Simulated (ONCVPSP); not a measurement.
**Pseudopotential generation for W: ONCV, LDA (Perdew-Wang 92)**

Aim: build the potential from the settings below, then test how well it stands in for the atom: other configurations, scattering, ghost states and the plane-wave cutoff that it needs.

Method: ONCVPSP 4.0.1.1 (patched build), LDA (Perdew-Wang 92), scalar-relativistic.

### Step 1. The atom and the settings

The settings as typed:

| Item | Value |
| --- | --- |
| element | tungsten (W, Z = 74) |
| type | optimised norm-conserving Vanderbilt (ONCV) |
| frozen core | [Kr] 4d10 4f14 |
| valence charge | 14 |
| reference configuration | 5s2 5p6 5d4 6s2 |
| partial waves | 5s+6s: rc 2.05 bohr, ncon 4, nbas 8, qcut 4.4 1/bohr, 2 projectors; 5p: rc 1.25 bohr, ncon 5, nbas 8, qcut 5.7 1/bohr, 2 projectors, debl 3 Ha; 5d: rc 2.90 bohr, ncon 4, nbas 8, qcut 5.9 1/bohr, 2 projectors, debl 1.5 Ha |
| local potential | polynomial inside 1.10 bohr (lpopt 5, dvloc0 6 Ha) |
| core correction | Teter function fitted to the true core (icmod 2), fcfact 0.35 |

An earlier all-electron run gives the scale for the radii.

All-electron outer shells of the reference configuration (LDA (PZ), scalar-relativistic, ld1.x):

| shell | level (eV) | outermost node (bohr) | outermost maximum (bohr) |
| --- | --- | --- | --- |
| 5s | -79.30 | 0.53 | 0.96 |
| 5p | -43.38 | 0.57 | 1.09 |
| 4f | -33.46 | – | 0.43 |
| 6s | -5.91 | 1.28 | 2.64 |
| 5d | -4.68 | 0.63 | 1.50 |
| 6p | -1.47 | 1.54 | 3.75 |

### Step 2. Generation

The input, W.dat:

```
# ATOM AND REFERENCE CONFIGURATION
# atsym  z   nc   nv     iexc    psfile
  W 74.00   10    4  -001012      upf
#
#   n    l    f
    1    0    2.00
    2    0    2.00
    2    1    6.00
    3    0    2.00
    3    1    6.00
    3    2   10.00
    4    0    2.00
    4    1    6.00
    4    2   10.00
    4    3   14.00
    5    0    2.00
    5    1    6.00
    5    2    4.00
    6    0    2.00
#
# PSEUDOPOTENTIAL AND OPTIMIZATION
# lmax
    2
#
#   l,   rc,      ep,       ncon, nbas, qcut
    0    2.05    0.00    4    8    4.40
    1    1.25    0.00    5    8    5.70
    2    2.90    0.00    4    8    5.90
#
# LOCAL POTENTIAL
# lloc, lpopt,  rc(5),   dvloc0
    4    5    1.10    6.00
#
# VANDERBILT-KLEINMAN-BYLANDER PROJECTORs
# l, nproj, debl
    0    2    1.60
    1    2    3.00
    2    2    1.50
#
# MODEL CORE CHARGE
# icmod, fcfact, rcfact
    2    0.35    1.10
#
# LOG DERIVATIVE ANALYSIS
# epsh1, epsh2, depsh
   -4.00    5.00    0.02
#
# OUTPUT GRID
# rlmax, drl
    6.00    0.01
#
# TEST CONFIGURATIONS
# ncnf
    4
# nvcnf
#   n    l    f
    4
    5    0    2.00
    5    1    6.00
    5    2    4.00
    6    0    1.00
#
    4
    5    0    2.00
    5    1    6.00
    5    2    4.00
    6    0    0.00
#
    4
    5    0    2.00
    5    1    6.00
    5    2    3.00
    6    0    0.00
#
    5
    5    0    2.00
    5    1    6.00
    5    2    4.00
    6    0    0.00
    6    1    2.00
#
```

Run with:

```bash
$ oncvpsp.x < W.dat > W.out
```

**Question.** What will these runs give? Wanted: cutoffs for 1 and 0.1 mHa per electron, occupied waves; bound ghosts; GHOST(+) flags; largest test error; largest phase difference near zero energy, channels read; rms error of d²Exc/dn², without and with the model core.

The runs gave:

| quantity | value |
| --- | --- |
| cutoffs for 1 and 0.1 mHa per electron, occupied waves | 103 Ha and 123 Ha |
| bound ghosts | none found |
| GHOST(+) flags | s at 88 eV |
| largest test error (AE − PS) | -21 meV, for 5s2 5p6 5d4 6s0 |
| largest phase difference near zero energy, channels read | 0.002 rad |
| rms error of d²Exc/dn², without and with the model core | 9.55 and 1.30 mHa |

What this shows: By total energies transferability is good: the largest error is 21 meV on 25.1 eV, for 5s2 5p6 5d4 6s0. The potential is very hard: the looser tolerance needs 103 Ha. At the looser tolerance the 5p wave is the slowest; 5d needs 11 Ha. No bound ghost shows below the valence levels. Near zero energy the phases of the channels with partial waves agree within 0.002 rad. The program also flags highly localised states, GHOST(+) (s). Note that the frozen 4f shell (-33 eV) lies higher than the valence 5s shell (-79 eV). All of this concerns the isolated atom, not yet a solid.
